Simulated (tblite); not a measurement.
# C5H11AlClN: the cost of one run

Programs: tblite 0.8.0 and PySCF 2.14.0, with density-fitted response routines of our own. Each step states its level of theory. These are calculated values for one molecule in the gas phase, unless marked as measured. Atoms are numbered from 0 throughout.

## (1) The starting structure

19 atoms, charge 0, multiplicity 1; geometry from: force field or distance geometry start.

Bonds of the start (Å): C0–C1 1.48, C1–N2 1.14, N2–Al3 1.88, Al3–C4 1.99, Al3–Cl5 2.20, Al3–C6 2.00, C6–C7 1.53, C0–H8 1.11, C0–H9 1.11, C0–H10 1.10, C4–H11 1.11, C4–H12 1.11, C4–H13 1.10, C6–H14 1.10, C6–H15 1.11, C7–H16 1.11, C7–H17 1.11, C7–H18 1.11.

## (2) Relaxing the molecule with GFN2-xTB

Job settings and geometry (Å):

```
{"job": {"kind": "relax", "xc": "GFN2-xTB", "basis": "xTB"}, "charge": 0, "multiplicity": 1}
C      3.512800    -1.075200     0.069100
C      2.204100    -0.467600    -0.258000
N      1.193600    -0.001400    -0.496200
Al    -0.472300     0.771200    -0.908900
C     -0.788400     2.324100     0.298500
Cl    -0.492900     1.426000    -3.010300
C     -1.913100    -0.589800    -0.620700
C     -1.879300    -1.144800     0.804000
H      4.034900    -1.340400    -0.869200
H      3.343900    -1.988800     0.681400
H      4.113400    -0.349000     0.642900
H     -0.163400     3.174300    -0.040600
H     -0.525700     2.055100     1.342900
H     -1.853600     2.612100     0.242900
H     -1.773500    -1.409800    -1.343300
H     -2.897800    -0.109100    -0.796600
H     -2.695700    -1.894600     0.923200
H     -0.913500    -1.651600     1.000100
H     -2.043200    -0.331300     1.543800
```

Started as:

```bash
$ OMP_NUM_THREADS=1 python probes_run.py task.json out
```

The driver reads the jobs from task.json and runs them one after another.

**Question.** How long does this first job take on 1 thread of Arm Neoverse N1, shared host, and how much memory does it need?

About 2 s, with a peak of 0.18 GiB.
